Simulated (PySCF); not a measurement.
FGaSiClH3, in a box:

```
F Ga Si Cl H
1.0
    14.00000    0.00000    0.00000
     0.00000   14.00000    0.00000
     0.00000    0.00000   12.00000
F Ga Si Cl H
1 1 1 1 3
Direct
  0.52759 0.33737 0.54514
  0.47753 0.44029 0.48090
  0.56367 0.59200 0.48225
  0.34647 0.41718 0.39921
  0.50751 0.66316 0.42010
  0.58042 0.61956 0.59718
  0.66176 0.57758 0.43134
```

The cell isn't the ideal one: atoms moved at random, drawn with an rms of 0.05 Å.

Base run:

| Quantity | Value |
| --- | --- |
| Program | PySCF 2.14.0 |
| Functional | CAM-B3LYP |
| Dispersion | D3 |
| Potentials or basis | def2-svp (all-electron) |
| k mesh | 1 × 1 × 1 |
| Occupations | fixed |
| Spin | no spin polarisation |

Its results: gap between the frontier levels 9.02 eV.

Q: After a change of settings the same cell gave: gap between the frontier levels 5.37 eV. Which change was it?
A. functional from CAM-B3LYP to TPSS; dispersion from D3 to D3(OP)
B. functional from CAM-B3LYP to M06-L
C. functional from CAM-B3LYP to B3LYP5; dispersion from D3 to D3(BJM)

A: B.

Caveats: this is a molecule in a periodic box at the Γ point, so its band gap is the HOMO-LUMO gap; relativity is left out, which matters for the heavier elements; the basis of atomic orbitals isn't converged, which shifts pressures, moduli and gaps.

Runs at the PBE level aren't shown here.
